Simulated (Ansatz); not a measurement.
# CH5BFN: a ladder of functionals and wavefunction methods

The task here is to estimate one member of a computed series from the others.

The runs use Ansatz 0.2.0, Gaussian basis; functionals in def2-TZVPP, the program's frozen cores in correlated methods.

The runs, in order: LDA (SPW92), PBE-D4, revPBE-D4, BLYP-D4, r2SCAN-D4, B97M-V, PBE0-D4, B3LYP-D4, r2SCANh-D4, r2SCAN0-D4, HSE06-D4, BHLYP-D4, CAM-B3LYP-D4, LC-ωPBE, ωB97X-V, ωB97M-V, B2PLYP, PBE-QIDH; CCSD(T)/def2-SVP; CCSD(T)/def2-TZVPP; MP2/def2-QZVPP; extrapolation to the limit; RPA on PBE.

**The geometry**

All runs share one geometry, relaxed beforehand with PBE0-D4 in a triple-zeta def2 set.

SMILES `NCBF`, 9 atoms, charge 0, spin multiplicity 1.

Atoms are counted from 1 here; the program's logs count them from 0.

Bond lengths: N1–C2 1.448 Å, N1–H5 1.010 Å, N1–H6 1.011 Å, C2–B3 1.555 Å, C2–H7 1.111 Å, C2–H8 1.099 Å, B3–F4 1.326 Å, B3–H9 1.200 Å. Angles: C2–N1–H5 112.1°, C2–N1–H6 111.5°, H5–N1–H6 108.1°, N1–C2–B3 115.4°, N1–C2–H7 115.1°, N1–C2–H8 110.3°, B3–C2–H7 104.1°, B3–C2–H8 107.4°, H7–C2–H8 103.7°, C2–B3–F4 120.2°, C2–B3–H9 122.7°, F4–B3–H9 117.1°.

Coordinates:

```mol
CH5BFN
  3D, bonds by distance, orders not assigned

  9  8  0  0  0  0  0  0  0  0999 V2000
   -0.6189    0.7077   -0.9436 N   0  0
    0.2631   -0.2822   -0.3602 C   0  0
    0.0599   -0.5440    1.1587 B   0  0
   -0.7029    0.2674    1.8784 F   0  0
   -0.2754    1.0478   -1.8306 H   0  0
   -0.7426    1.5014   -0.3302 H   0  0
    1.3470   -0.0594   -0.4530 H   0  0
    0.1510   -1.2457   -0.8772 H   0  0
    0.6073   -1.4393    1.7407 H   0  0
  1  2  8  0
  2  3  8  0
  3  4  8  0
  1  5  8  0
  1  6  8  0
  2  7  8  0
  2  8  8  0
  3  9  8  0
M  END
```

The first run:

Input file in.yaml:

```yaml
crystal:
  periodic: [false, false, false]
  atoms:
    - {symbol: N, position_ang: [-0.618926, 0.707667, -0.943609]}
    - {symbol: C, position_ang: [0.263050, -0.282224, -0.360225]}
    - {symbol: B, position_ang: [0.059918, -0.543982, 1.158712]}
    - {symbol: F, position_ang: [-0.702873, 0.267449, 1.878401]}
    - {symbol: H, position_ang: [-0.275449, 1.047789, -1.830621]}
    - {symbol: H, position_ang: [-0.742571, 1.501380, -0.330240]}
    - {symbol: H, position_ang: [1.347001, -0.059373, -0.453039]}
    - {symbol: H, position_ang: [0.150972, -1.245727, -0.877213]}
    - {symbol: H, position_ang: [0.607277, -1.439279, 1.740733]}
basis:
  gaussian: {orbitals: def2-TZVPP}
hamiltonian: {xc: lda}
output: {orbitals: {seedname: orbitals}}
```

The run is started by

```bash
> ansatz run in.yaml --threads 2 --pin off --events-out ev --progress --plain --max-ram 4352MiB
```

Steps of the session up to this table: LDA; PBE-D4 (GGA); revPBE-D4 (GGA); BLYP-D4 (GGA); r2SCAN-D4 (meta-GGA); B97M-V (meta-GGA); B3LYP-D4 (hybrid); r2SCANh-D4 (hybrid); r2SCAN0-D4 (hybrid); HSE06-D4 (hybrid); BHLYP-D4 (hybrid); CAM-B3LYP-D4 (range-separated); LC-ωPBE (range-separated); ωB97X-V (range-separated); ωB97M-V (range-separated); B2PLYP (double hybrid); PBE-QIDH (double hybrid).

One table of the session follows, with a row left open; its other results are not shown here.

It belongs to the step «Orbital energies across the functionals». 

```
  functional  HOMO (eV)  gap (eV)
 LDA (SPW92)      -5.59      3.84
      PBE-D4      -5.47      4.00
   revPBE-D4      -5.43      4.07
     BLYP-D4      -5.37      4.01
   r2SCAN-D4      -5.78      4.73
      B97M-V      -5.95      4.82
     PBE0-D4      -6.97      6.53
    B3LYP-D4      -6.73      6.01
  r2SCANh-D4      -6.34      5.64
  r2SCAN0-D4      -7.19      7.01
    HSE06-D4      -6.56      5.74
    BHLYP-D4      -8.40      8.97
CAM-B3LYP-D4      -8.42      9.06
     LC-ωPBE          ?         ?
     ωB97X-V      -9.46     11.26
     ωB97M-V      -9.38     10.89
```

Q: Estimate the row for LC-ωPBE from the others.

The run gave: HOMO (eV): -9.82; gap (eV): 11.73. In the column «HOMO (eV)» it is the lowest.
